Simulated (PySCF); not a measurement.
# C₆H₉N₂+: excited-state relaxation

What do calculations give for the excited-state relaxation of C₆H₉N₂+ (`C[n+]1ccccc1N`)?

Computed with PySCF 2.14.0 and routines of our own; the level stands in each step. Atoms count from 0.

## Step 1: The starting structure

17 atoms, charge 1, multiplicity 1; geometry from: GFN2-xTB.

## Step 2: Optimising the geometry at BHandHLYP/def2-SV(P)

The job: settings as JSON, then the geometry in Å.

```
{"job": {"xc": "BHandHLYP", "basis": "def2-SV(P)", "grid": 1, "kind": "geom"}, "charge": 1, "multiplicity": 1}
C     -1.822045    -0.930945    -0.197788
N     -0.448278    -0.487882    -0.065749
C      0.550680    -1.400659    -0.052815
C      1.860409    -1.039800     0.069602
C      2.177167     0.321292     0.185070
C      1.167096     1.245232     0.169468
C     -0.175910     0.835475     0.041753
N     -1.166530     1.732420     0.026370
H     -2.405994    -0.635861     0.676058
H     -1.852865    -2.014872    -0.274733
H     -2.274408    -0.512921    -1.098981
H      0.255593    -2.434118    -0.146095
H      2.630258    -1.792217     0.076502
H      3.203905     0.635100     0.283669
H      1.374593     2.299678     0.254480
H     -2.135636     1.481410    -0.062995
H     -0.945033     2.710698     0.106276
```

On the command line:

```
OMP_NUM_THREADS=1 python excited_run.py task.json out
```

This one command runs all jobs of the session in turn.

Log:

```text
step   0  E = -342.85434335  max force = 0.014310
step   1  E = -342.85486150  max force = 0.002593
step   2  E = -342.85486393  max force = 0.001958
step   3  E = -342.85487899  max force = 0.000511
step   4  E = -342.85487889  max force = 0.000658
step   5  E = -342.85488069  max force = 0.000120
optimisation converged
```

Wall time 44 s (1 thread of Intel Xeon Platinum 8259CL at 2.50GHz, shared host); peak memory 0.61 GiB.

Relaxation path:

| step | energy from step 0 (eV) | largest force component (eV/Å) |
| --- | --- | --- |
| 0 | 0.0000 | 0.7359 |
| 1 | -0.0141 | 0.1333 |
| 2 | -0.0142 | 0.1007 |
| 3 | -0.0146 | 0.0263 |
| 4 | -0.0146 | 0.0338 |
| 5 | -0.0146 | 0.0062 |

Distances of close pairs at the start and the end, largest changes first:

| bond | before (Å) | after (Å) | change (Å) |
| --- | --- | --- | --- |
| C0–N1 | 1.449 | 1.463 | +0.014 |
| N1–C2 | 1.353 | 1.364 | +0.011 |
| C2–C3 | 1.364 | 1.357 | -0.007 |
| C4–H13 | 1.078 | 1.085 | +0.007 |
| C3–H12 | 1.076 | 1.083 | +0.006 |
| C5–H14 | 1.078 | 1.084 | +0.006 |
| C3–C4 | 1.402 | 1.408 | +0.005 |
| C2–H11 | 1.079 | 1.083 | +0.004 |

The final coordinates are the input of the step that follows.

| at the end point | value |
| --- | --- |
| point group (found at 0.08 Å tolerance) | Cs |
| rotational constants (GHz, main isotopes) | 3.378, 2.278, 1.373 |

## Step 3: Excited-state relaxation: TDA BHandHLYP/def2-SV(P)

The job: settings as JSON, then the geometry in Å.

```
{"job": {"kind": "xopt", "state": "S1", "method": "TDA", "freq": false, "xc": "BHandHLYP", "basis": "def2-SV(P)", "grid": 1}, "charge": 1, "multiplicity": 1}
C     -1.733217    -1.104054    -0.415461
N     -0.349671    -0.651011    -0.267144
C      0.656315    -1.572738    -0.253705
C      1.958061    -1.214371    -0.118720
C      2.260517     0.154297     0.010061
C      1.257357     1.081658    -0.002655
C     -0.083707     0.669760    -0.144676
N     -1.084841     1.554516    -0.159481
H     -2.320558    -0.815751     0.461519
H     -1.743006    -2.189793    -0.497564
H     -2.172946    -0.682128    -1.324207
H      0.344322    -2.604302    -0.357831
H      2.730753    -1.973114    -0.112183
H      3.290799     0.477180     0.119690
H      1.465765     2.140653     0.094686
H     -2.051066     1.300893    -0.261988
H     -0.878171     2.534934    -0.068696
```

With the program's defaults for keys left out, this is: TDA BHandHLYP/def2-SV(P) excited-state geometry optimisation, gas phase.

Log:

```text
final grid: 63568 points
cycle   1  E = -342.7895469410  dE =  2.044e+00  |g| = 4.623e-01  |ddm| = 4.433e+00
cycle   2  E = -342.7898269657  dE = -2.800e-04  |g| = 5.147e-01  |ddm| = 1.061e+00
cycle   3  E = -342.8535462328  dE = -6.372e-02  |g| = 6.917e-02  |ddm| = 5.350e-01
cycle   4  E = -342.8546022667  dE = -1.056e-03  |g| = 3.526e-02  |ddm| = 1.030e-01
cycle   5  E = -342.8548761244  dE = -2.739e-04  |g| = 3.166e-03  |ddm| = 3.272e-02
cycle   6  E = -342.8548793957  dE = -3.271e-06  |g| = 1.940e-03  |ddm| = 5.515e-03
cycle   7  E = -342.8548804841  dE = -1.088e-06  |g| = 6.300e-04  |ddm| = 2.418e-03
cycle   8  E = -342.8548806608  dE = -1.767e-07  |g| = 2.338e-04  |ddm| = 1.174e-03
cycle   9  E = -342.8548806821  dE = -2.123e-08  |g| = 8.269e-05  |ddm| = 3.717e-04
cycle  10  E = -342.8548806855  dE = -3.475e-09  |g| = 2.893e-05  |ddm| = 1.831e-04
cycle  11  E = -342.8548806858  dE = -2.706e-10  |g| = 9.380e-06  |ddm| = 4.634e-05
converged SCF energy = -342.8548806858

vertical S1 at the ground-state geometry: 5.3480 eV
step    E(state)/Eh    max force   excitation/eV  root
  0    -342.65563286   0.061397     5.3634      1
  1    -342.66717309   0.015678     4.7556      1
  2    -342.66695105   0.010880     4.8513      1
  3    -342.66774428   0.005003     4.8271      1
  4    -342.66787849   0.002555     4.8269      1
  5    -342.66785593   0.001971     4.8274      1
  6    -342.66790843   0.000532     4.8298      1
  7    -342.66790901   0.000870     4.8305      1
  8    -342.66791513   0.000288     4.8303      1
optimisation converged
vertical emission 4.8303 eV, adiabatic 5.0876 eV, Stokes shift 0.5177 eV, reorganisation 0.2604 (excited) and 0.2573 eV (ground)
```

Wall time 2.4 min (1 thread of Intel Xeon Platinum 8259CL at 2.50GHz, shared host); peak memory 0.7 GiB.

In short:

```
                 quantity    value
  vertical absorption, S1  5.35 eV
     adiabatic energy, S1  5.09 eV
    vertical emission, S1  4.83 eV
         Stokes shift, S1  0.52 eV
geometry moved (RMSD), S1  0.054 Å
```

Bonds of the start that changed most:

```csv
bond,start (Å),end (Å)
C4–C5,1.366,1.429
C2–C3,1.357,1.409
C6–N1,1.353,1.400
C5–C6,1.410,1.390
C3–C4,1.408,1.388
C0–N1,1.463,1.453
```

## Step 4: Excited-state relaxation: UKS BHandHLYP/def2-SV(P)

The job, as its differences from that of step 3:

```diff
@@ -1,2 +1,2 @@
-{"job": {"kind": "xopt", "state": "S1", "method": "TDA", "freq": false, "xc": "BHandHLYP", "basis": "def2-SV(P)", "grid": 1}, "charge": 1, "multiplicity": 1}
+{"job": {"kind": "xopt", "state": "T1", "method": "UKS", "freq": false, "xc": "BHandHLYP", "basis": "def2-SV(P)", "grid": 1}, "charge": 1, "multiplicity": 1}
 C     -1.733217    -1.104054    -0.415461
```

Method: UKS BHandHLYP/def2-SV(P) excited-state geometry optimisation, gas phase.

Log:

```text
final grid: 63568 points
cycle   1  E = -342.7895469410  dE =  2.044e+00  |g| = 4.623e-01  |ddm| = 4.433e+00
cycle   2  E = -342.7898269657  dE = -2.800e-04  |g| = 5.147e-01  |ddm| = 1.061e+00
cycle   3  E = -342.8535462328  dE = -6.372e-02  |g| = 6.917e-02  |ddm| = 5.350e-01
cycle   4  E = -342.8546022667  dE = -1.056e-03  |g| = 3.526e-02  |ddm| = 1.030e-01
cycle   5  E = -342.8548761244  dE = -2.739e-04  |g| = 3.166e-03  |ddm| = 3.272e-02
cycle   6  E = -342.8548793957  dE = -3.271e-06  |g| = 1.940e-03  |ddm| = 5.515e-03
cycle   7  E = -342.8548804841  dE = -1.088e-06  |g| = 6.300e-04  |ddm| = 2.418e-03
cycle   8  E = -342.8548806608  dE = -1.767e-07  |g| = 2.338e-04  |ddm| = 1.174e-03
cycle   9  E = -342.8548806821  dE = -2.123e-08  |g| = 8.269e-05  |ddm| = 3.717e-04
cycle  10  E = -342.8548806855  dE = -3.475e-09  |g| = 2.893e-05  |ddm| = 1.831e-04
cycle  11  E = -342.8548806858  dE = -2.706e-10  |g| = 9.380e-06  |ddm| = 4.634e-05
converged SCF energy = -342.8548806858

vertical T1 at the ground-state geometry: 3.4978 eV
step    E(state)/Eh    max force   <S^2>
  0    -342.72511097   0.095662    2.0128
  1    -342.74050770   0.032285    2.0147
  2    -342.74046649   0.031488    2.0143
  3    -342.74378167   0.013838    2.0142
  4    -342.74401709   0.005792    2.0143
  5    -342.74406993   0.004470    2.0142
  6    -342.74414684   0.003532    2.0142
  7    -342.74416175   0.000860    2.0142
  8    -342.74416424   0.001229    2.0143
  9    -342.74416781   0.000298    2.0142
optimisation converged
vertical emission 2.4457 eV, adiabatic 3.0127 eV, Stokes shift 1.0521 eV, reorganisation 0.4852 (excited) and 0.5669 eV (ground)
```

It took 2.5 min on 1 thread of Intel Xeon Platinum 8259CL at 2.50GHz, shared host; peak memory 0.64 GiB.

Key values:

| quantity | value |
| --- | --- |
| vertical gap at the ground-state geometry, T1 | 3.50 eV |
| adiabatic energy, T1 | 3.01 eV |
| vertical gap at the relaxed geometry, T1 | 2.45 eV |
| difference of the two gaps, T1 | 1.05 eV |
| geometry moved (RMSD), T1 | 0.054 Å |

Bonds of the start that changed most:

```
 bond  start (Å)  end (Å)
C2–C3      1.357    1.451
C4–C5      1.366    1.447
C3–C4      1.408    1.343
N1–C2      1.365    1.412
C5–C6      1.410    1.440
C6–N7      1.336    1.320
```

## Step 5: Summary of results

| quantity | value |
| --- | --- |
| point group | Cs |
| rotational constants (main isotopes) | 3.38, 2.28, 1.37 GHz |
| vertical absorption, S1 (step 3, TDA BHandHLYP/def2-SV(P)) | 5.35 eV |
| adiabatic energy, S1 (step 3, TDA BHandHLYP/def2-SV(P)) | 5.09 eV |
| vertical emission, S1 (step 3, TDA BHandHLYP/def2-SV(P)) | 4.83 eV |
| Stokes shift, S1 (step 3, TDA BHandHLYP/def2-SV(P)) | 0.52 eV |
| vertical gap at the ground-state geometry, T1 (step 4, UKS BHandHLYP/def2-SV(P)) | 3.50 eV |
| adiabatic energy, T1 (step 4, UKS BHandHLYP/def2-SV(P)) | 3.01 eV |
| vertical gap at the relaxed geometry, T1 (step 4, UKS BHandHLYP/def2-SV(P)) | 2.45 eV |
| difference of the two gaps, T1 (step 4, UKS BHandHLYP/def2-SV(P)) | 1.05 eV |

In words: Relaxing lowered the energy by 0.015 eV in 5 steps; the close pair that moved most is C0–N1, from 1.449 to 1.463 Å. Where no frequencies were run, the relaxed excited state may be a saddle. In step 3 (excited-state relaxation), among the bonds C4–C5 changes most, from 1.366 to 1.429 Å. In step 4 (excited-state relaxation), among the bonds C2–C3 changes most, from 1.357 to 1.451 Å. ΔSCF (UKS) and response values aren't on one footing and may follow different states, so their differences aren't method errors alone, and singlets and triplets from the two don't rank.
